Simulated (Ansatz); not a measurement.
# KI2: the cost of one run

Computed with Ansatz 0.2.0 (DFT PBE, scalar-relativistic, plane waves, PAW, unless a step's input says otherwise).

### Step 1. The structure to begin with

Symmetry: P4_2/mnm, No. 136, tetragonal system. The conventional cell has a = 7.377 Å, b = 7.377 Å, c = 4.752 Å, α = 90.00°, β = 90.00°, γ = 90.00°. Around K (site symmetry mmm) lie 6 I at 3.12 to 3.19 Å. I (site symmetry m2m) has 3 K at 3.12 to 3.19 Å as nearest neighbours.

As a file:

```xyz
6
Lattice="7.3774 0.0000 0.0000 0.0000 7.3774 0.0000 0.0000 0.0000 4.7518" Properties=species:S:1:pos:R:3 pbc="T T T"
K     0.0000    0.0000    0.0000
K     3.6887    3.6887    2.3759
I     2.2575    2.2575    0.0000
I     1.4312    5.9462    2.3759
I     5.1199    5.1199    0.0000
I     5.9462    1.4312    2.3759
```

(A quick probe on a coarse mesh, which set the mesh and smearing, is not shown.)

### Step 3. Coarse relaxation

The input, input.yaml:

```yaml
crystal:
  lattice:
    - [7.3774413386, 0.0, 0.0]
    - [0.0, 7.3774413386, 0.0]
    - [0.0, 0.0, 4.7518173533]
  atoms:
    - { symbol: K, position: [0.0, 0.0, 0.0] }
    - { symbol: K, position: [0.5, 0.5, 0.5] }
    - { symbol: I, position: [0.306, 0.306, 0.0] }
    - { symbol: I, position: [0.194, 0.806, 0.5] }
    - { symbol: I, position: [0.694, 0.694, 0.0] }
    - { symbol: I, position: [0.806, 0.194, 0.5] }
basis:
  ecutwfc: 420
kpoints:
  mp_grid: { grid: [4, 4, 4] }
hamiltonian:
  xc: pbe
scf:
  occupations: { method: gaussian, width: 0.1 }
  lower_state_search: "off"
output:
  forces: true
  stress: true
  eigenvalues: true
relax:
  adjacent_minimum: "off"
  f_tol: 0.04
  max_steps: 70
  cell: { stress_tol: 0.4 }
```

Started as:

```bash
> ansatz run input.yaml --threads 1 --pin off --max-ram 2560MiB --backend cpu --events-out ev --progress --plain --runs-dir out
```

What time and memory should one allow on 1 thread of Arm Neoverse V1, shared host?

About 95 s, with a peak of 0.64 GiB.
